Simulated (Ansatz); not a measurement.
**C₂H₅BClF: up Jacob's ladder to CCSD(T)**

The task here is to estimate one member of a computed series from the others.

Method: functionals in def2-TZVPP, the program's frozen cores in correlated methods; program: Ansatz 0.2.0, Gaussian basis.

Plan: LDA (SPW92), PBE-D4, revPBE-D4, BLYP-D4, r2SCAN-D4, B97M-V, PBE0-D4, B3LYP-D4, r2SCANh-D4, r2SCAN0-D4, HSE06-D4, BHLYP-D4, CAM-B3LYP-D4, LC-ωPBE, ωB97X-V, ωB97M-V, B2PLYP, PBE-QIDH; CCSD(T)/def2-SVP; CCSD(T)/def2-TZVPP; MP2/def2-QZVPP; extrapolation to the limit; RPA on PBE.

### The relaxed structure

The geometry comes from an earlier relaxation with PBE0-D4 in a triple-zeta def2 set; it is a stationary point, not always the lowest conformer.

10 atoms, charge 0, spin multiplicity 1.

Atoms are counted from 1 here; the program's logs count them from 0.

Bond lengths: C1–C2 1.524 Å, C1–H6 1.092 Å, C1–H7 1.092 Å, C1–H8 1.092 Å, C2–B3 1.557 Å, C2–H9 1.098 Å, C2–H10 1.098 Å, B3–F4 1.319 Å, B3–Cl5 1.761 Å. Angles: C2–C1–H6 111.4°, C2–C1–H7 111.4°, C2–C1–H8 111.3°, H6–C1–H7 107.2°, H6–C1–H8 107.7°, H7–C1–H8 107.7°, C1–C2–B3 115.5°, C1–C2–H9 111.1°, C1–C2–H10 111.1°, B3–C2–H9 107.3°, B3–C2–H10 107.4°, H9–C2–H10 103.7°, C2–B3–F4 122.0°, C2–B3–Cl5 121.6°, F4–B3–Cl5 116.4°.

Geometry (Å):

```xyz
10

C    -0.8338    0.2666    0.8967
C     0.3268    0.4494   -0.0733
B     0.6587   -0.7840   -0.9631
F    -0.0245   -1.9097   -0.8814
Cl    1.9714   -0.7489   -2.1368
H    -1.7602    0.0309    0.3689
H    -0.6438   -0.5514    1.5948
H    -1.0066    1.1708    1.4836
H     0.1490    1.2989   -0.7453
H     1.2459    0.7263    0.4589
```

The first run:

The input, in.yaml:

```yaml
crystal:
  periodic: [false, false, false]
  atoms:
    - {symbol: C, position_ang: [-0.833784, 0.266560, 0.896720]}
    - {symbol: C, position_ang: [0.326796, 0.449410, -0.073263]}
    - {symbol: B, position_ang: [0.658749, -0.783976, -0.963098]}
    - {symbol: F, position_ang: [-0.024531, -1.909690, -0.881368]}
    - {symbol: Cl, position_ang: [1.971436, -0.748938, -2.136817]}
    - {symbol: H, position_ang: [-1.760211, 0.030869, 0.368869]}
    - {symbol: H, position_ang: [-0.643816, -0.551399, 1.594797]}
    - {symbol: H, position_ang: [-1.006583, 1.170809, 1.483595]}
    - {symbol: H, position_ang: [0.149014, 1.298898, -0.745260]}
    - {symbol: H, position_ang: [1.245931, 0.726257, 0.458926]}
basis:
  gaussian: {orbitals: def2-TZVPP}
hamiltonian: {xc: lda}
output: {orbitals: {seedname: orbitals}}
```

On the command line:

```
ansatz run in.yaml --threads 4 --pin off --events-out ev --progress --plain --max-ram 10444MiB
```

Among the steps run: LDA; PBE-D4 (GGA); revPBE-D4 (GGA); BLYP-D4 (GGA); r2SCAN-D4 (meta-GGA); B97M-V (meta-GGA); B3LYP-D4 (hybrid); r2SCANh-D4 (hybrid); r2SCAN0-D4 (hybrid); HSE06-D4 (hybrid); BHLYP-D4 (hybrid); CAM-B3LYP-D4 (range-separated); LC-ωPBE (range-separated); ωB97X-V (range-separated); ωB97M-V (range-separated); B2PLYP (double hybrid); PBE-QIDH (double hybrid).

One table of the session follows, with a row left open; its other results are not shown here.

It belongs to the step «Orbital energies across the functionals». 

| functional | HOMO (eV) | gap (eV) |
| --- | --- | --- |
| LDA (SPW92) | -7.69 | 5.94 |
| PBE-D4 | -7.56 | 6.10 |
| revPBE-D4 | -7.50 | 6.16 |
| BLYP-D4 | -7.43 | 6.11 |
| r2SCAN-D4 | -7.89 | 6.81 |
| B97M-V | -8.00 | 6.99 |
| PBE0-D4 | -8.99 | 8.55 |
| B3LYP-D4 | -8.74 | 8.07 |
| r2SCANh-D4 | -8.41 | 7.69 |
| r2SCAN0-D4 | -9.20 | 9.00 |
| HSE06-D4 | -8.58 | 7.76 |
| BHLYP-D4 | -10.31 | 10.98 |
| CAM-B3LYP-D4 | -10.41 | 11.12 |
| LC-ωPBE | -11.80 | 13.75 |
| ωB97X-V | -11.43 | 13.29 |
| ωB97M-V | ? | ? |

Q: Estimate the row for ωB97M-V from the others.

As computed: HOMO (eV): -11.27; gap (eV): 12.93. In the column «HOMO (eV)» it lies between ωB97X-V (-11.43) and CAM-B3LYP-D4 (-10.41).
